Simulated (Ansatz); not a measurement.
# C6H11F6N2P (1-ethyl-3-methylimidazolium hexafluorophosphate): the cost of one run

Computed with Ansatz 0.2.0, Gaussian basis. Level: the settings change from run to run.

4 further runs of the same task are left out: 4 that didn't finish.

## 1. The geometry

The structure was relaxed beforehand with r2SCAN-D4/def2-SVP.

SMILES `CCn1cc[n+](C)c1.F[P-](F)(F)(F)(F)F`, 26 atoms, charge 0, spin multiplicity 1.

Atoms are counted from 1 here; the program's logs count them from 0.

Bond lengths: C1–C2 1.520 Å, C1–H9 1.100 Å, C1–H10 1.101 Å, C1–H11 1.098 Å, C2–N3 1.471 Å, C2–H12 1.098 Å, C2–H13 1.102 Å, N3–C4 1.381 Å, N3–C8 1.335 Å, C4–C5 1.367 Å, C4–H14 1.087 Å, C5–N6 1.380 Å, C5–H15 1.087 Å, N6–C7 1.458 Å, N6–C8 1.337 Å, C7–H16 1.097 Å, C7–H17 1.096 Å, C7–H18 1.099 Å and more. Angles: C2–C1–H9 108.9°, C2–C1–H10 111.7°, C2–C1–H11 110.3°, H9–C1–H10 107.9°, H9–C1–H11 108.6°, H10–C1–H11 109.4°, C1–C2–N3 111.5°, C1–C2–H12 110.4°, C1–C2–H13 112.3°, N3–C2–H12 106.2°, N3–C2–H13 107.6°, H12–C2–H13 108.7°, C2–N3–C4 125.7°, C2–N3–C8 124.9°, C4–N3–C8 108.6°, N3–C4–C5 106.9°, N3–C4–H14 122.2°, C5–C4–H14 130.9° and more.

Coordinates:

```
C     2.60716   -0.79144    0.37421
C     2.07572   -0.33320   -0.97383
N     0.65368   -0.67256   -1.13616
C     0.12187   -1.94647   -1.12213
C    -1.23824   -1.81001   -1.09751
N    -1.50830   -0.45678   -1.10393
C    -2.80653    0.15221   -0.84044
C    -0.34908    0.20897   -1.11051
H     3.65749   -0.47861    0.46887
H     2.57068   -1.88727    0.47513
H     2.02991   -0.33057    1.18708
H     2.14105    0.75912   -1.05859
H     2.62388   -0.78649   -1.81597
H     0.74735   -2.83542   -1.13651
H    -2.02947   -2.55523   -1.07972
H    -3.59192   -0.49661   -1.24762
H    -2.84916    1.13789   -1.31792
H    -2.91679    0.28652    0.24496
H    -0.24359    1.28579   -0.99692
F     0.94510    1.79254    0.77572
P    -0.24327    1.66888    1.93734
F    -0.45267    0.08227    1.47746
F    -1.34122    2.09181    0.76409
F     0.87087    1.19080    3.01028
F    -1.44085    1.50454    3.00672
F    -0.03365    3.21938    2.31591
```

## 2. rPW86-PBE/6-31G*

Set apart from the defaults: D3(BJ) with three-body dispersion.

The input, in.yaml:

```yaml
crystal:
  periodic: [false, false, false]
  atoms:
    - {symbol: C, position_ang: [2.607156, -0.791445, 0.374205]}
    - {symbol: C, position_ang: [2.075720, -0.333203, -0.973826]}
    - {symbol: N, position_ang: [0.653682, -0.672563, -1.136162]}
    - {symbol: C, position_ang: [0.121865, -1.946473, -1.122128]}
    - {symbol: C, position_ang: [-1.238238, -1.810005, -1.097509]}
    - {symbol: N, position_ang: [-1.508302, -0.456781, -1.103933]}
    - {symbol: C, position_ang: [-2.806532, 0.152205, -0.840440]}
    - {symbol: C, position_ang: [-0.349080, 0.208968, -1.110513]}
    - {symbol: H, position_ang: [3.657486, -0.478610, 0.468872]}
    - {symbol: H, position_ang: [2.570680, -1.887268, 0.475128]}
    - {symbol: H, position_ang: [2.029908, -0.330567, 1.187081]}
    - {symbol: H, position_ang: [2.141045, 0.759124, -1.058585]}
    - {symbol: H, position_ang: [2.623882, -0.786487, -1.815969]}
    - {symbol: H, position_ang: [0.747354, -2.835417, -1.136505]}
    - {symbol: H, position_ang: [-2.029474, -2.555231, -1.079724]}
    - {symbol: H, position_ang: [-3.591920, -0.496613, -1.247616]}
    - {symbol: H, position_ang: [-2.849164, 1.137885, -1.317921]}
    - {symbol: H, position_ang: [-2.916792, 0.286519, 0.244955]}
    - {symbol: H, position_ang: [-0.243591, 1.285794, -0.996919]}
    - {symbol: F, position_ang: [0.945105, 1.792537, 0.775723]}
    - {symbol: P, position_ang: [-0.243265, 1.668885, 1.937337]}
    - {symbol: F, position_ang: [-0.452671, 0.082267, 1.477463]}
    - {symbol: F, position_ang: [-1.341225, 2.091806, 0.764085]}
    - {symbol: F, position_ang: [0.870865, 1.190799, 3.010277]}
    - {symbol: F, position_ang: [-1.440853, 1.504544, 3.006717]}
    - {symbol: F, position_ang: [-0.033653, 3.219380, 2.315907]}
basis:
  gaussian: {orbitals: "6-31G*"}
hamiltonian: {xc: {name: rPW86-PBE}, dispersion: d3bjatm}
scf: {omitted_lower_state_checks: [starts]}
output: {forces: true}
```

Launch:

```console
> ansatz run in.yaml --threads 4 --pin off --events-out ev --progress --plain --max-ram 6963MiB
```

Q: Estimate wall time and peak memory on 4 threads of Intel Xeon 6975P-C, shared host.

About 8 s, with a peak of 0.66 GiB.
